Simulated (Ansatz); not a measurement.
# CaH: the cost of one run

Computed with Ansatz 0.2.0, driven from Python. Level of theory: MP2/def2-TZVP.

**1. The structure**

Bond lengths: Ca1–H2 1.863 Å.

No structure file is read: the coordinates are typed or built in the script.

**2. The script**

Contents of opt_cah.py:

```python
import argparse
import itertools
import warnings

import ansatz as az
from ase.data import atomic_numbers, covalent_radii
import numpy as np

parser = argparse.ArgumentParser(description='Geometry optimisation of CaH(+).')
parser.add_argument('--basis', default='def2-TZVP', help='basis')
parser.add_argument('--method', required=True, help='wavefunction method')
parser.add_argument('--charge', type=int, default=1, help='electrons removed')
args = parser.parse_args()


def main() -> None:
    warnings.simplefilter('ignore', az.DeckWarning)

    geometry_ang = [
        ('Ca', (0.9315, 0.0, 0.0)),
        ('H', (-0.9315, 0.0, 0.0)),
    ]
    mol = az.Crystal.molecule()
    for symbol, xyz in geometry_ang:
        mol = mol.atom(symbol, xyz)

    job = (
        mol.calculation()
        .basis(gaussian=args.basis)
        .correlation(args.method)
        .charge(args.charge)
    )
    symbols = [site.symbol for site in mol.cartesian_sites]
    start = np.array([site.position_ang for site in mol.cartesian_sites], dtype=float)
    report = job.relax(force_tolerance=0.02).run(threads=1).report
    end = np.array(report['positions_ang'])

    for key in ('converged', 'free_energy_ev', 'reference_energy_ev', 'n_frozen', 'n_occupied', 'n_virtual'):
        print(f'{key:22s} {report[key]}')

    radius = [covalent_radii[atomic_numbers[s]] for s in symbols]
    span = lambda where, i, j: np.linalg.norm(where[i] - where[j])
    bonded = [(i, j) for i, j in itertools.combinations(range(len(symbols)), 2) if min(span(start, i, j), span(end, i, j)) < 1.2 * (radius[i] + radius[j])]
    print('pair        before    after (A)')
    for i, j in bonded:
        print(f'{symbols[i]}{i}-{symbols[j]}{j}'.ljust(10), f'{span(start, i, j):8.4f} {span(end, i, j):8.4f}')

    charges = report['charge_distribution']
    print('dipole moment', round(4.803205 * float(np.linalg.norm(charges['dipole_moment_e_ang'])), 3), 'D')
    print('Mulliken:', [(s, round(q, 3)) for s, q in zip(symbols, charges['mulliken_charges_e'])])


if __name__ == '__main__':
    main()
```

**3. The run**

Command:

```sh
$ python opt_cah.py --method MP2
```

What time and memory should one allow on 1 thread of Intel Xeon Platinum 8488C (Sapphire Rapids), shared host?

About 3.7 s, with a peak of 0.17 GiB.
